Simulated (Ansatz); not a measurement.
**AlH3OSiZn: one species, many methods**

How much do the methods differ for AlH3OSiZn? The plan is to run it at one geometry with functionals of several rungs and with coupled cluster. The yardstick is the atomisation energy at the CCSD(T) limit.

Method: functionals in def2-TZVPP, the program's frozen cores in correlated methods; program: Ansatz 0.2.0, Gaussian basis.

The runs, in order: LDA (SPW92), PBE-D4, revPBE-D4, BLYP-D4, r2SCAN-D4, B97M-V, PBE0-D4, B3LYP-D4, r2SCANh-D4, r2SCAN0-D4, HSE06-D4, BHLYP-D4, CAM-B3LYP-D4, LC-ωPBE, ωB97X-V, ωB97M-V, B2PLYP, PBE-QIDH; CCSD(T)/def2-SVP; CCSD(T)/def2-TZVPP; MP2/def2-QZVPP; extrapolation to the limit; RPA on PBE.

## (1) Structure used throughout

The geometry comes from an earlier relaxation with PBE0-D4 in a triple-zeta def2 set; it is a stationary point, not always the lowest conformer.

7 atoms, charge 0, spin multiplicity 1.

Atoms are counted from 1 here; the program's logs count them from 0.

Bond lengths: O1–Al2 1.697 Å, O1–Zn4 1.879 Å, Al2–Si3 2.507 Å, Al2–H5 1.580 Å, Si3–Zn4 2.377 Å, Si3–H6 1.489 Å, Si3–H7 1.489 Å. Angles: Al2–O1–Zn4 96.1°, O1–Al2–Si3 99.2°, O1–Al2–H5 126.6°, Si3–Al2–H5 134.2°, Al2–Si3–Zn4 66.0°, Al2–Si3–H6 121.4°, Al2–Si3–H7 121.4°, Zn4–Si3–H6 116.7°, Zn4–Si3–H7 116.7°, H6–Si3–H7 108.7°, O1–Zn4–Si3 98.6°.

Coordinates:

| atom | x (Å) | y (Å) | z (Å) |
| --- | --- | --- | --- |
| O1 | -1.9144 | -0.5728 | -0.7041 |
| Al2 | -0.4521 | 0.0785 | -1.2683 |
| Si3 | 0.8221 | 0.1320 | 0.8896 |
| Zn4 | -1.3860 | -0.7255 | 1.0923 |
| H5 | -0.1161 | 0.4918 | -2.7558 |
| H6 | 1.1097 | 1.4144 | 1.5898 |
| H7 | 1.9370 | -0.8184 | 1.1565 |

## (2) LDA

This LDA is Slater exchange with PW92 correlation.

File in.yaml:

```yaml
crystal:
  periodic: [false, false, false]
  atoms:
    - {symbol: O, position_ang: [-1.914440, -0.572788, -0.704136]}
    - {symbol: Al, position_ang: [-0.452133, 0.078521, -1.268278]}
    - {symbol: Si, position_ang: [0.822096, 0.132024, 0.889587]}
    - {symbol: Zn, position_ang: [-1.386035, -0.725490, 1.092282]}
    - {symbol: H, position_ang: [-0.116125, 0.491760, -2.755791]}
    - {symbol: H, position_ang: [1.109682, 1.414404, 1.589825]}
    - {symbol: H, position_ang: [1.936955, -0.818431, 1.156522]}
basis:
  gaussian: {orbitals: def2-TZVPP}
hamiltonian: {xc: lda}
output: {orbitals: {seedname: orbitals}}
```

Launch:

```bash
$ ansatz run in.yaml --threads 2 --pin off --events-out ev --progress --plain --max-ram 4352MiB
```

After this run come: PBE-D4 (GGA); revPBE-D4 (GGA); BLYP-D4 (GGA); r2SCAN-D4 (meta-GGA); B97M-V (meta-GGA); PBE0-D4 (hybrid); B3LYP-D4 (hybrid); r2SCANh-D4 (hybrid); r2SCAN0-D4 (hybrid); HSE06-D4 (hybrid); BHLYP-D4 (hybrid); CAM-B3LYP-D4 (range-separated); LC-ωPBE (range-separated); ωB97X-V (range-separated); ωB97M-V (range-separated); B2PLYP (double hybrid); PBE-QIDH (double hybrid); CCSD(T) in def2-SVP; CCSD(T) in def2-TZVPP; MP2 in def2-QZVPP; RPA on PBE orbitals.

**Question.** What will the summary of the whole plan be? Wanted: atomisation energy, CCSD(T)/CBS; farthest beyond LDA; mean size of error, GGA; mean size of error, meta-GGA; mean size of error, hybrid; mean size of error, range-separated; mean size of error, double hybrid; gap, smallest and largest; T1 diagnostic.

**Answer**, as computed:

```
                               quantity                                 value
        atomisation energy, CCSD(T)/CBS                         1854.4 kJ/mol
  functionals within 9.3 kJ/mol (0.5 %)  PBE-D4, r2SCANh-D4, LC-ωPBE, ωB97X-V
                    farthest beyond LDA               BHLYP-D4 (-97.4 kJ/mol)
                mean size of error, GGA                           32.6 kJ/mol
           mean size of error, meta-GGA                           19.0 kJ/mol
             mean size of error, hybrid                           39.9 kJ/mol
    mean size of error, range-separated                           14.8 kJ/mol
      mean size of error, double hybrid                           38.8 kJ/mol
              gap, smallest and largest  2.50 eV (BLYP-D4), 8.25 eV (LC-ωPBE)
                          T1 diagnostic                                0.0201
triples share of the correlation energy                                 3.8 %
```

LDA overbinds by 270.9 kJ/mol (15 %). PBE-D4 is off by +3.0 kJ/mol. Double hybrids carry the basis error of their MP2 part in triple zeta, and no dispersion term here, so their miss is partly the set-up's. Taken by rung, range-separated functionals do best (14.8 kJ/mol on average) and hybrid ones worst beyond LDA (39.9 kJ/mol). The gap between the best rungs is small, so their order is not settled. The mean of the hybrids holds BHLYP, with half exact exchange. The reference freezes the cores and leaves out relativity and excitations past (T), so misses under about 9.3 kJ/mol can't be ranked. Hartree-Fock recovers 67 % of the binding; the rest is correlation. CCSD(T) in def2-SVP is off by -159.9 kJ/mol, more than most functionals: a good method in a small basis is no reference. Orbital gaps span 2.5 to 8.3 eV; exact exchange widens them. The T1 diagnostic, 0.020, is a little above the customary 0.02. For Zn the d shell is correlated and the shells below it are frozen.
